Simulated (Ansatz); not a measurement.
# InFe2CuSe4 (I-42m) in Ansatz: reference runs

Reference runs on InFe2CuSe4: the cell as given and a disturbed copy.

All numbers are computed with Ansatz 0.2.0; they aren't measurements. Logs are shortened: lines on timing, memory, paths and dates and some standing lists are left out, and cuts for length are marked.

**1. The crystal as given**

It takes space group I-42m (No. 121, tetragonal). The conventional cell has a = 5.765 Å, b = 5.765 Å, c = 11.554 Å, α = 90.00°, β = 90.00°, γ = 90.00°. Around In (site symmetry -42m) lie 4 Se at 2.66 Å. Se (site symmetry m) is surrounded by 1 Cu at 2.44 Å and 2 Fe at 2.45 Å and 1 In at 2.66 Å. Around Cu (site symmetry -42m) lie 4 Se at 2.44 Å. Fe (site symmetry -4) is surrounded by 4 Se at 2.45 Å.

The cell comes from a database or a generator and needn't be the stable form of this composition.

**2. Single point, PBE, collinear spin, ferromagnetic start**

input.yaml reads:

```yaml
crystal:
  lattice:
    - [-2.882489, 2.882489, 5.777038]
    - [2.882489, -2.882489, 5.777038]
    - [2.882489, 2.882489, -5.777038]
  atoms:
    - { symbol: In, position: [0.0, 0.0, 0.0] }
    - { symbol: Se, position: [0.865217, 0.399611, 0.0] }
    - { symbol: Se, position: [0.134783, 0.134783, 0.534394] }
    - { symbol: Se, position: [0.600389, 0.600389, 0.465606] }
    - { symbol: Se, position: [0.399611, 0.865217, 0.0] }
    - { symbol: Cu, position: [0.5, 0.5, 0.0], spin: 0.6 }
    - { symbol: Fe, position: [0.25, 0.75, 0.5], spin: 3.0 }
    - { symbol: Fe, position: [0.75, 0.25, 0.5], spin: 3.0 }
hamiltonian:
  xc: pbe
  pseudopotentials: { kind: paw }
magnetization:
  spin_polarized: true
kpoints:
  mp_grid: { grid: [7, 7, 7] }
scf:
  occupations: { method: fermi_dirac, width: 0.05 }
output:
  forces: true
  stress: true
  eigenvalues: true
  write_density: true
  write_potential: true
  elf: true
  volumetric_format: npy
```

Potentials or basis: Ansatz PAW.

Run with:

```sh
$ ansatz run input.yaml --threads 4 --pin off --max-ram 10240MiB --backend cpu --events-out ev --progress --plain --runs-dir out
```

What it wrote:

```text
Warning: RAYON_NUM_THREADS=4 ignored (pool sized by the plan → 4); use --threads N
Engine: ansatz 0.2.0, x86_64-unknown-linux-gnu
Pseudopotentials: kind: paw
Pseudopotential: In, paw, valence charge 13, recommended cutoff 420 eV (normal), In.paw.azcp
Pseudopotential: Se, paw, valence charge 16, recommended cutoff 420 eV (normal), Se.paw.azcp
Pseudopotential: Cu, paw, valence charge 19, recommended cutoff 420 eV (normal), Cu.paw.azcp
Pseudopotential: Fe, paw, valence charge 16, recommended cutoff 420 eV (normal), Fe.paw.azcp
Functional definition: PBE
  parameter kappa = 0.804
  parameter beta = 0.06672455060314922
  exchange = pbe_x(kappa = kappa, mu = beta*pi^2/3)
  correlation = pbe_c(beta = beta)
Crystal: 8 atoms, lattice volume = 192.000 Å³
Basis set: ecut = 420 eV, 3739 PW (Γ), exchange–correlation on 96×96×96 points (8 copies of the dense FFT grid, shifted against one another)
Bands: 81, of which v1, the nominal top of the filled ones, is band 64 counted from 1 (63 counted from 0)
Symmetry: 8 space group operations
Space group: I-42m (ITA 121), of the structure as read, at distance tolerance 5.8e-5 Å
Magnetic group: BNS 121.327 (UNI 987), of the structure as read, at distance tolerance 5.8e-5 Å
k-points: 40 of 343 (time reversal used)
Non-local potential: In, projectors of the file, l = 0: 2, l = 1: 2, l = 2: 2, l = 3: 2
Non-local potential: Se, projectors of the file, l = 0: 2, l = 1: 2, l = 2: 3, l = 3: 1
Non-local potential: Cu, projectors of the file, l = 0: 3, l = 1: 2, l = 2: 3, l = 3: 1
Non-local potential: Fe, projectors of the file, l = 0: 3, l = 1: 2, l = 2: 3, l = 3: 1
PAW form: soft (Blöchl's): semilocal exchange-correlation on the pseudo side does not see the compensation charge
PAW one-centre angular grid: In, 590 points (default); XC on 64 Gauss nodes
PAW one-centre angular grid: Se, 590 points (default); XC on 64 Gauss nodes
PAW one-centre angular grid: Cu, 590 points (default); XC on 64 Gauss nodes
PAW one-centre angular grid: Fe, 590 points (default); XC on 64 Gauss nodes
Initial density: superposition of atomic densities (chi_scale 0.1, normalization cell, long waves kept (reshape's long-wave potential 0.02 eV rms))
Starting moments: Σ|m| = 6.6 μB on 3 of 8 sites
Initial wavefunctions: pseudopotential atomic-orbital guess
Functional: x = pbe(κ = 0.804, μ = 0.2195149727645171), c = pbe(β = 0.06672455060314922)
SCF iter   1: F=—  HF=-43062.880184 eV  |F-HF|=—  |Δ(HF+E_count)|=         —  Δρ=1.06e-1 (↑7.79e-2 ↓1.06e-1)  dr2=5.98e1  dr2_m=6.89e-1  M=6.909 μB ∫|m|=7.068 μB  β_m=0.30  ethr=3.10e-3  ⟨swp⟩=6.0  Hψ=22770  notcnv=0  defer=11
[... 21 lines left out ...]
SCF iter  19: F=—  HF=-43061.955875 eV  |F-HF|=—  |Δ(HF+E_count)|=   8.15e-8  Δρ=5.86e-6 (↑3.91e-6 ↓5.86e-6)  dr2=1.72e-7  dr2_m=2.53e-9  M=7.696 μB ∫|m|=7.729 μB  β_m=0.74  ethr=5.38e-10  ⟨swp⟩=2.0  Hψ=11567  notcnv=0  defer=573
SCF iter  20: F=—  HF=-43061.955875 eV  |F-HF|=—  |Δ(HF+E_count)|=  7.28e-11  Δρ=3.46e-6 (↑2.13e-6 ↓3.46e-6)  dr2=4.45e-8  dr2_m=2.21e-9  M=7.696 μB ∫|m|=7.729 μB  β_m=0.73  ethr=1.34e-10  ⟨swp⟩=2.0  Hψ=8044  notcnv=0  defer=573
SCF iter  21: F=-43061.955875 eV  HF=-43061.955875 eV  |F-HF|=5.69e-9  |Δ(HF+E_count)|=   4.29e-9  Δρ=1.97e-6 (↑1.25e-6 ↓1.97e-6)  dr2=1.44e-8  dr2_m=1.39e-9  M=7.696 μB ∫|m|=7.729 μB  ethr=3.48e-11  ⟨swp⟩=11.7  Hψ=43567  notcnv=0
SCF 1 converged in 21 iterations: F = -43061.955875 eV  dr2 = 1.44e-8
WARN: an SCF from ferrimagnetic starting moments (0.00, 0.00, 0.00, 0.00, 0.00, 0.60, -3.22, 3.22 Bohr magnetons, atom by atom) was not made, by what the run has read of turns of its moments that order reads lower: the deck asks for what bars it, or types moments that do (magnetization.spin_polarized, in the input reference, names some of the keys), or the run goes by scf.lower_state_search: light, the default, which as a rule tries one only behind a close that has lost an order of both signs, or on which an open d or half-filled 4f shell of a PAW file has lost a moment that was set nearer to Hund's than to what is left; or, under a Hubbard U, one that names an f shell that the input leaves bare beside given moments, or a larger moment for a shell of low spin that is given one. standard, with a start from the atoms, tries one behind each close (in a relaxation, ahead of its steps or at their end). To set out from that order, type those moments (crystal.atoms[].spin; where shells were raised to Hund's moment, beside crystal.symmetry.detect: false) under scf.lower_state_search: light. The bands of the close that named these starting moments, or of the one ahead of a search that led to it (under cold or Methfessel-Paxton smearing those of the Gaussian ahead of it) read a cost of -435.90 meV for the turn to them, carried on from a small turn (-435.90 by the pairs of d shells alone)
SCF converged after 21 iterations
Magnetization: 7.6961 μB (67.8481 up, 60.1519 down)
Absolute magnetization: 7.7087 μB (∫|ρ↑−ρ↓|, with the PAW one-centre terms)
Spin contamination: 0.1153 ħ² per cell (⟨S²⟩ above its minimum at these occupations)
Per-site moments (μB) at R_I (Å): [(0.014043667728078508, 1.0980739445899186), (0.08474374829714976, 1.0056160143144652), (0.0847437482971489, 1.0056160143144652), (0.084743748297149, 1.0056160143144652), (0.0847437482971493, 1.0056160143144652), (0.1195945740035999, 1.0056160143144652), (3.163335327061455, 1.0120817093389634), (3.163335327061459, 1.0120817093389634)]
Free energy (F): -43061.955875 eV
Harris-Foulkes:  -43061.955875 eV  (|F-HF|=5.69e-9)
Internal energy: -43061.870239 eV  (E = F + TS)
E sigma→0 (E₀):  -43061.913057 eV
Entropy (-TS):   -0.085636 eV (-10.705 meV/atom)
Fermi energy:    8.370257 eV
--- Per-component energies (eV) ---
  E_band       = -2856.679922
  E_kinetic    = 1702.640479
  E_local      = -23452.177530  (includes V_loc(G=0)·N_el)
  E_nonlocal   = -1160.935176
  E_hartree    = 10729.143337
  E_xc         = -948.889927
  E_vxc        = -899.643810  (∫ρ·V_xc dr)
  E_paw        = -16212.628282  (= ΣΔE_a)
  E_vpaw       = -504.858219  (= ΣTr[D̂ρ^β])
  E_aug_tail   = -0.000437  (compensation charges beyond the density's cutoff)
  E_ewald      = -13719.022703
  E_smearing   = -0.085636  (= −TS)
  E_closure    = 0.000000  (closes the sum)
  Σ components = -43061.955875   (vs F -43061.955875, Δ=0.00e0)
--- Forces (eV/Å), atoms counted from 1 ---
  atom   1  In    -0.00000000     0.00000000     0.00000000
  atom   2  Se     0.00237427    -0.00237427    -0.00283831
  atom   3  Se     0.00237427     0.00237427     0.00283831
  atom   4  Se    -0.00237427    -0.00237427     0.00283831
  atom   5  Se    -0.00237427     0.00237427    -0.00283831
  atom   6  Cu    -0.00000000     0.00000000     0.00000000
  atom   7  Fe    -0.00000000     0.00000000     0.00000000
  atom   8  Fe    -0.00000000    -0.00000000     0.00000000
  max |Σ_I F_I| component: 8.15e-17 eV/Å
--- Stress (GPa, compression-positive) ---
        0.017833      -0.000000      -0.000000
       -0.000000       0.017833      -0.000000
       -0.000000      -0.000000      -0.035522
  P = ⅓ Tr σ = 0.0000 GPa (0.000 kbar)
--- Band table (eV; the first three rows and the last of 80) ---
  k-point 0 ↑: bands = ["-103.6193", "-80.7120", "-80.7120", "-61.0292", "-61.0044", "-61.0044", "-46.8439", "-46.8439", "-46.8434", "-46.8434", "-46.6338", "-46.6336", "-39.4594", "-39.4593", "-39.4591", "-39.4591", "-39.4403", "-39.4403", "-39.4400", "-39.4400", "-39.4349", "-39.4349", "-39.4348", "-39.4348", "-39.3828", "-39.3825", "-39.3823", "-39.3823", "-39.3821", "-39.3818", "-39.3818", "-39.3818", "-6.5969", "-6.5961", "-6.5961", "-6.4100", "-6.4044", "-5.6012", "-4.4985", "-4.4692", "-4.4692", "2.2053", "3.2639", "3.5523", "3.5882", "4.0461", "4.1408", "4.1408", "4.2491", "4.6667", "4.6667", "5.0932", "5.0932", "5.5319", "5.5761", "5.5761", "5.7105", "5.8629", "5.8727", "5.9059", "6.1435", "6.4680", "6.4680", "6.4745", "6.7472", "8.5933", "8.6152", "8.6152", "8.6518", "10.7027", "11.4800", "12.5729", "12.5729", "13.4064", "13.5909", "13.9173", "13.9173", "14.7322", "14.7322", "14.7546", "15.3544"]
  k-point 1 ↑: bands = ["-103.6193", "-80.7120", "-80.7120", "-61.0292", "-61.0044", "-61.0044", "-46.8439", "-46.8438", "-46.8435", "-46.8434", "-46.6338", "-46.6337", "-39.4594", "-39.4593", "-39.4592", "-39.4592", "-39.4403", "-39.4403", "-39.4400", "-39.4400", "-39.4349", "-39.4349", "-39.4348", "-39.4348", "-39.3827", "-39.3825", "-39.3824", "-39.3823", "-39.3821", "-39.3818", "-39.3818", "-39.3818", "-6.6032", "-6.5988", "-6.5979", "-6.4095", "-6.4041", "-5.5039", "-4.5456", "-4.5096", "-4.4891", "2.2578", "3.2391", "3.4657", "3.7084", "4.0406", "4.0529", "4.1628", "4.2882", "4.5123", "4.6264", "4.7641", "5.0037", "5.5323", "5.5910", "5.6726", "5.8614", "5.8826", "5.8978", "6.2314", "6.2639", "6.4056", "6.4444", "6.6149", "6.9903", "7.6299", "8.3016", "8.5515", "9.5443", "11.1102", "11.7486", "12.4936", "12.6223", "13.2140", "13.6661", "13.8443", "14.0236", "14.0537", "14.8655", "15.1659", "16.2530"]
  k-point 2 ↑: bands = ["-103.6193", "-80.7120", "-80.7120", "-61.0292", "-61.0044", "-61.0044", "-46.8439", "-46.8437", "-46.8436", "-46.8434", "-46.6337", "-46.6337", "-39.4594", "-39.4593", "-39.4592", "-39.4592", "-39.4403", "-39.4402", "-39.4401", "-39.4400", "-39.4349", "-39.4349", "-39.4348", "-39.4348", "-39.3827", "-39.3826", "-39.3824", "-39.3823", "-39.3820", "-39.3818", "-39.3818", "-39.3818", "-6.6137", "-6.6050", "-6.6008", "-6.4082", "-6.4035", "-5.2545", "-4.6931", "-4.5969", "-4.5131", "2.2038", "3.1895", "3.2721", "3.7482", "3.9526", "4.1080", "4.2145", "4.2381", "4.3421", "4.4421", "4.7840", "4.8974", "5.6447", "5.6646", "5.7001", "5.7873", "5.9535", "6.0675", "6.3063", "6.4589", "6.7038", "6.8483", "6.9067", "6.9994", "7.4885", "7.6332", "8.3531", "9.9576", "11.6618", "11.7778", "12.2767", "12.6309", "13.3341", "13.5942", "14.0688", "14.1806", "14.4929", "15.2325", "15.3753", "15.9513"]
  k-point 39 ↓: bands = ["-103.4921", "-77.1154", "-77.1154", "-60.9127", "-60.8760", "-60.8760", "-43.2830", "-43.2830", "-43.2826", "-43.2826", "-43.1959", "-43.1956", "-39.4411", "-39.4411", "-39.4408", "-39.4408", "-39.4205", "-39.4204", "-39.4201", "-39.4201", "-39.4177", "-39.4176", "-39.4174", "-39.4174", "-39.3640", "-39.3633", "-39.3632", "-39.3631", "-39.3628", "-39.3626", "-39.3626", "-39.3625", "-6.5956", "-6.5782", "-6.5765", "-6.4031", "-6.3990", "-4.9705", "-4.8552", "-4.4113", "-4.3480", "2.2080", "3.5984", "3.8486", "4.2633", "4.9385", "4.9721", "5.1240", "5.2270", "5.2751", "5.3357", "5.3497", "5.4893", "6.3056", "6.4345", "6.8570", "7.2977", "7.3980", "7.8237", "8.2629", "8.3587", "8.4414", "8.5833", "8.6995", "9.0612", "9.1888", "9.7259", "9.8980", "10.6327", "11.3834", "11.3972", "11.6434", "12.6681", "13.0885", "13.3290", "13.6257", "14.8336", "15.2761", "15.4014", "16.7606", "17.0122"]
```

It took 2 min on 4 threads of Intel Xeon Platinum 8259CL at 2.50GHz (Skylake/Cascade Lake), shared host; peak memory 1.3 GiB.

Results:

| Quantity | Value |
| --- | --- |
| Free energy | -43061.9559 eV |
| Pressure | 0.0 GPa |
| Largest force | 0.004 eV/Å |
| Band gap on the k mesh | none (metal or under the smearing width) |
| Net moment | 7.70 μB per cell |
| Absolute moment | 7.71 μB per cell |
| Site moments | In +0.01; Se +0.08; Cu +0.12; Fe +3.16 μB |

Forces on the atoms (eV/Å):
```
In   0.000  0.000  0.000
Se   0.002 -0.002 -0.003
Se   0.002  0.002  0.003
Se  -0.002 -0.002  0.003
Se  -0.002  0.002 -0.003
Cu   0.000  0.000  0.000
Fe   0.000  0.000  0.000
Fe   0.000  0.000  0.000
```

Levels at points of the mesh, in eV from the Fermi level:
Spin up:
| k point | band 66 | band 67 | band 68 | band 69 | band 70 | band 71 |
| --- | --- | --- | --- | --- | --- | --- |
| (0.00, 0.00, 0.00) | 0.22 | 0.24 | 0.24 | 0.28 | 2.33 | 3.11 |
Spin down:
| k point | band 57 | band 58 | band 59 | band 60 | band 61 | band 62 | band 63 | band 64 |
| --- | --- | --- | --- | --- | --- | --- | --- | --- |
| (0.00, 0.00, 0.00) | -1.10 | -1.10 | -0.41 | -0.05 | -0.02 | 0.26 | 0.26 | 0.41 |

Caveat: the magnetic or orbital state may not be the lowest; only a ferromagnetic start was run, and an antiferromagnetic order may lie lower in energy.

**3. Single point, PBE, collinear spin, ferromagnetic start (atoms moved at random, drawn with an rms of 0.05 Å)**

input.yaml reads:

```yaml
crystal:
  lattice:
    - [-2.882489, 2.882489, 5.777038]
    - [2.882489, -2.882489, 5.777038]
    - [2.882489, 2.882489, -5.777038]
  atoms:
    - { symbol: In, position: [0.00025, -0.002862, -0.007547] }
    - { symbol: Se, position: [0.865351, 0.402197, -0.002953] }
    - { symbol: Se, position: [0.123763, 0.13665, 0.531492] }
    - { symbol: Se, position: [0.598293, 0.60129, 0.470851] }
    - { symbol: Se, position: [0.384974, 0.854578, -0.017979] }
    - { symbol: Cu, position: [0.505995, 0.502445, 0.010992], spin: 0.6 }
    - { symbol: Fe, position: [0.249338, 0.73839, 0.493551], spin: 3.0 }
    - { symbol: Fe, position: [0.74767, 0.245455, 0.501729], spin: 3.0 }
hamiltonian:
  xc: pbe
  pseudopotentials: { kind: paw }
magnetization:
  spin_polarized: true
kpoints:
  mp_grid: { grid: [7, 7, 7] }
scf:
  occupations: { method: fermi_dirac, width: 0.05 }
output:
  forces: true
  stress: true
  eigenvalues: true
```

Potentials or basis: Ansatz PAW.

Run with:

```sh
$ ansatz run input.yaml --threads 4 --pin off --max-ram 10240MiB --backend cpu --events-out ev --progress --plain --runs-dir out
```

Run time: 9 min. Hardware: 4 threads of Intel Xeon Platinum 8259CL at 2.50GHz (Skylake/Cascade Lake), shared host; peak memory 4.9 GiB.

The run converged. Its results:

```yaml
Free_energy: -43062.2486 eV
Pressure: -0.8 GPa
Largest_force: 0.639 eV/Å
Band_gap_on_the_k_mesh: none (metal or under the smearing width)
Net_moment: -0.01 μB per cell
Absolute_moment: 6.70 μB per cell
Site_moments: In +0.00; Se +0.00, -0.00; Cu +0.00; Fe +2.98, -2.99 μB
```

Forces in eV/Å, atoms in the order of the input:
```
In   0.396 -0.058 -0.318
Se   0.041 -0.002 -0.249
Se  -0.343  0.277  0.012
Se  -0.267  0.043 -0.071
Se   0.042  0.522  0.365
Cu  -0.080 -0.114 -0.078
Fe   0.375 -0.289  0.239
Fe  -0.163 -0.379  0.099
```

Stress tensor (GPa, compression positive):
```
-0.94 -0.06 -0.78
-0.06 -0.79  0.45
-0.78  0.45 -0.81
```

Levels at points of the mesh, in eV from the Fermi level:
Spin up:
```
           k point  band 60  band 61  band 62  band 63  band 64  band 65  band 66  band 67  band 68  band 69
(0.00, 0.00, 0.00)    -1.86    -0.98    -0.95    -0.88    -0.34     0.06     0.37     1.27     1.30     1.33
```
Spin down:
| k point | band 61 | band 62 | band 63 | band 64 | band 65 | band 66 | band 67 | band 68 |
| --- | --- | --- | --- | --- | --- | --- | --- | --- |
| (0.00, 0.00, 0.00) | -1.02 | -0.97 | -0.89 | -0.34 | 0.06 | 0.37 | 1.29 | 1.31 |

Caveat: the starting moments weren't kept.
